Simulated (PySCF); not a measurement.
# AlCNF2 (SMILES N#[C][Al]([F])[F]): levels of theory compared

Wanted: a comparison of 6 runs (HF/STO-3G, HF/3-21G, PBE0/def2-SVP, B3LYP/6-31G*, M06-2X/def2-SVPD, CCSD(T)/3-21G) of AlCNF2. 

The calculation is run with PySCF 2.14.0.

## Step 1: Starting point

AlCNF2: 5 atoms, total charge 0, spin state singlet. SMILES: `N#[C][Al]([F])[F]`. The shape is that of a PBE0-D4/def2-TZVP optimisation.

Bond lengths: N1–C2 1.152 Å, C2–Al3 1.905 Å, Al3–F4 1.627 Å, Al3–F5 1.627 Å. Angles: N1–C2–Al3 180.0°, C2–Al3–F4 119.3°, C2–Al3–F5 119.3°, F4–Al3–F5 121.5°.

## Step 2: Energy and forces at HF/STO-3G (run 1)

calc.py

```python
from pyscf import gto, scf

mol = gto.M(
    atom='''
N      2.888446    -2.359512     2.554532
C      1.500632    -1.231912     1.311659
Al    -0.793118     0.631924    -0.742851
F     -3.218959    -0.803512    -1.970039
F     -0.282703     3.623928    -1.231723
''',
    verbose=4,
    unit='bohr',
    max_memory=1860,
    basis='sto-3g',
)

hf = scf.RHF(mol)
hf.conv_tol = 1e-10
hf.kernel()
if not hf.converged:
    hf = hf.newton().run(hf.mo_coeff, hf.mo_occ)

e_tot = hf.e_tot
print('Final energy', e_tot)
grad = hf.nuc_grad_method().kernel()
hf.analyze()
```

Launch:

```sh
$ OMP_NUM_THREADS=1 python calc.py
```

The program printed:

```text
PySCF version 2.14.0

[... 62 lines left out ...]
Final energy -526.337324431615
[... 20 lines left out ...]
MO #1   energy= -57.8879624441626  occ= 2
[... 6 lines left out ...]
MO #8   energy= -3.04605627920203  occ= 2
[... 6 lines left out ...]
MO #15  energy= -0.464454133257133 occ= 2
[... 6 lines left out ...]
MO #22  energy= -0.394443785405793 occ= 2
[... 6 lines left out ...]
MO #29  energy= 1.28450935388185   occ= 0
[... 37 lines left out ...]
Dipole moment(X, Y, Z, Debye): -1.67564,  1.36134, -1.50025
```

It took 2.9 s on 1 thread of Intel Xeon at 2.50GHz (Skylake/Cascade Lake), shared host; peak memory 0.12 GiB.

## Step 3: Energy and forces at HF/3-21G (run 2)

calc.py

```python
from pyscf import gto, scf

system = gto.M(
    atom='''
N      1.528500    -1.248600     1.351800
C      0.794100    -0.651900     0.694100
Al    -0.419700     0.334400    -0.393100
F     -1.703400    -0.425200    -1.042500
F     -0.149600     1.917700    -0.651800
''',
    basis='3-21g',
    charge=0,
    max_memory=1860,
    verbose=3,
    spin=0,
)

mf = scf.RHF(system)
mf.conv_tol = 1e-10
mf.kernel()
if not mf.converged:
    mf = mf.newton().run(mf.mo_coeff, mf.mo_occ)

etot = mf.e_tot
print('Final energy', etot)
grad = mf.nuc_grad_method().kernel()
mf.analyze()
```

Launch:

```sh
$ OMP_NUM_THREADS=1 python calc.py
```

The program printed:

```text
converged SCF energy = -530.366398570119
[... 13 lines left out ...]
MO #4   energy= -15.5423161191599  occ= 2
[... 8 lines left out ...]
MO #13  energy= -0.736684815215429 occ= 2
[... 8 lines left out ...]
MO #22  energy= -0.501286327347019 occ= 2
[... 8 lines left out ...]
MO #31  energy= 0.49147956483164   occ= 0
[... 8 lines left out ...]
MO #40  energy= 1.6282533017316    occ= 0
[... 8 lines left out ...]
MO #49  energy= 3.76115203115386   occ= 0
[... 6 lines left out ...]
Dipole moment(X, Y, Z, Debye): -0.81789,  0.66433, -0.73183
```

It took 3.3 s on 1 thread of Intel Xeon at 2.50GHz (Skylake/Cascade Lake), shared host; peak memory 0.12 GiB.

Runs 3 to 5 aren't shown in full; the table further down has their settings and results.

## Step 4: The energy at CCSD(T)/3-21G (run 6)

start.xyz

```xyz
5

N      1.528500    -1.248600     1.351800
C      0.794100    -0.651900     0.694100
Al    -0.419700     0.334400    -0.393100
F     -1.703400    -0.425200    -1.042500
F     -0.149600     1.917700    -0.651800
```

job.py

```python
# N#[C][Al]([F])[F]
from pyscf import gto, cc

molecule = gto.M(
    atom='start.xyz',
    verbose=4,
    basis='3-21g',
    max_memory=1860,
)

hf = molecule.RHF()
hf.conv_tol = 1e-10
hf.kernel()
if not hf.converged:
    hf = hf.newton().run(hf.mo_coeff, hf.mo_occ)

mycc = cc.CCSD(hf, frozen=9)
mycc.kernel()
e_t = mycc.ccsd_t()
etot = mycc.e_tot + e_t
print('E = %.10f Eh' % etot)
hf.analyze()
```

Launch:

```sh
$ OMP_NUM_THREADS=1 python job.py
```

The program printed:

```text
PySCF version 2.14.0

[... 99 lines left out ...]
Two-electron Coulomb Energy =          438.346762124432871
[... 11 lines left out ...]
MO #9   energy= -3.2834224963211   occ= 2
[... 9 lines left out ...]
MO #19  energy= -0.61697399421714  occ= 2
[... 9 lines left out ...]
MO #29  energy= 0.334756297876295  occ= 0
[... 9 lines left out ...]
MO #39  energy= 1.4681750800026    occ= 0
[... 9 lines left out ...]
MO #49  energy= 3.76115203115386   occ= 0
[... 57 lines left out ...]
Dipole moment(X, Y, Z, Debye): -0.81789,  0.66433, -0.73183
```

Wall time 5.7 s (1 thread of Intel Xeon at 2.50GHz (Skylake/Cascade Lake), shared host); peak memory 0.15 GiB.

## Step 5: Overview of the runs

| run | level | integration grid | Cartesian functions | energy (Eh) | dipole moment (D) of the reference | HOMO energy (eV) | LUMO energy (eV) | wall time |
| --- | --- | --- | --- | --- | --- | --- | --- | --- |
| 1 | HF/STO-3G | – | no | -526.337324 | 2.63 | -10.73 | 7.49 | 2.9 s |
| 2 | HF/3-21G | – | no | -530.366399 | 1.28 | -13.64 | 1.24 | 3.3 s |
| 3 | PBE0/def2-SVP | 5 | no | -534.391820 | 1.59 | -10.46 | -1.88 | 32 s |
| 4 | B3LYP/6-31G* (Cartesian functions) | 5 | yes | -535.114463 | 1.72 | -9.92 | -1.99 | 41 s |
| 5 | M06-2X/def2-SVPD | 5 | no | -534.720822 | 1.63 | -12.01 | -1.48 | 82 s |
| 6 | CCSD(T)/3-21G | – | no | -530.844563 | 1.28 | -13.64 | 1.24 | 5.7 s |

## Step 6: Results

| quantity | value |
| --- | --- |
| run 6: total energy | -530.84456 Eh |
| run 6: dipole moment (Hartree–Fock density) | 1.28 D |
| run 6: HOMO energy (Hartree–Fock orbitals) | -13.64 eV |
| run 6: LUMO energy (Hartree–Fock orbitals) | 1.24 eV |
| run 6: HOMO–LUMO gap (Hartree–Fock orbitals) | 14.88 eV |
| run 6: correlation energy (9 core orbitals frozen) | -478.2 mEh |
| run 6: (T) correction | -12.09 mEh |
| run 6: T1 diagnostic | 0.015 |

What this shows: Over runs 1, 2, 3, 4, 5 the dipole moment (its size) runs from 1.28 D (HF/3-21G) to 2.63 D (HF/STO-3G). Over runs 1, 2, 3, 4, 5 the HOMO–LUMO gap runs from 7.93 eV (B3LYP/6-31G*) to 18.22 eV (HF/STO-3G). The two ends differ in method and basis. Totals of different functionals can't be ranked against each other. In run 1 the basis is minimal, so the values are rough. All runs together took 2.8 min, the longest 82 s.
